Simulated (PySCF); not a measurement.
# C9H12: the cost of one run

Programs: PySCF 2.14.0, with routines of our own; each step states its level. All values are computed. Atoms count from 0.

## Step 1: The system as given

21 atoms, charge 0, multiplicity 1; geometry from: GFN2-xTB.

## Step 2: Magnetic properties: GIAO CAM-B3LYP/pcSseg-1

What the job is given:

```
{"job": {"kind": "mag", "xc": "CAM-B3LYP", "basis": "pcSseg-1", "isotopologues": 0}, "charge": 0, "multiplicity": 1}
C      2.726664     0.959826     2.730585
C      2.148754     0.504801     1.619597
C      0.725841     0.337608     1.490904
C      0.045587    -0.094685     0.409227
C      0.660065    -0.499238    -0.835991
C     -0.043614    -0.775031    -1.936205
C     -1.530911    -0.649232    -2.009704
C     -2.053081     0.240836    -0.885811
C     -1.455130    -0.205668     0.445755
H      2.146633     1.224106     3.599930
H      3.792715     1.084953     2.810810
H      2.766647     0.255429     0.768365
H      0.156559     0.603723     2.374165
H      1.735933    -0.587644    -0.860878
H      0.457704    -1.104854    -2.835740
H     -1.821245    -0.246026    -2.983407
H     -1.976871    -1.647975    -1.930842
H     -1.759416     1.275689    -1.077241
H     -3.143319     0.199552    -0.844302
H     -1.728770    -1.250721     0.626392
H     -1.859665     0.391494     1.264963
```

Method: GIAO CAM-B3LYP/pcSseg-1 magnetisability, rotational g tensor and spin-rotation constants, non-relativistic, gas phase.

Started as:

```sh
> OMP_NUM_THREADS=1 python excited_run.py task.json out
```

One launch serves the whole session: the jobs run in the order shown.

Q: Estimate the wall time and peak memory of this first job on 1 thread of Intel Xeon at 2.50GHz, shared host.

About 2.7 min, with a peak of 1.2 GiB.
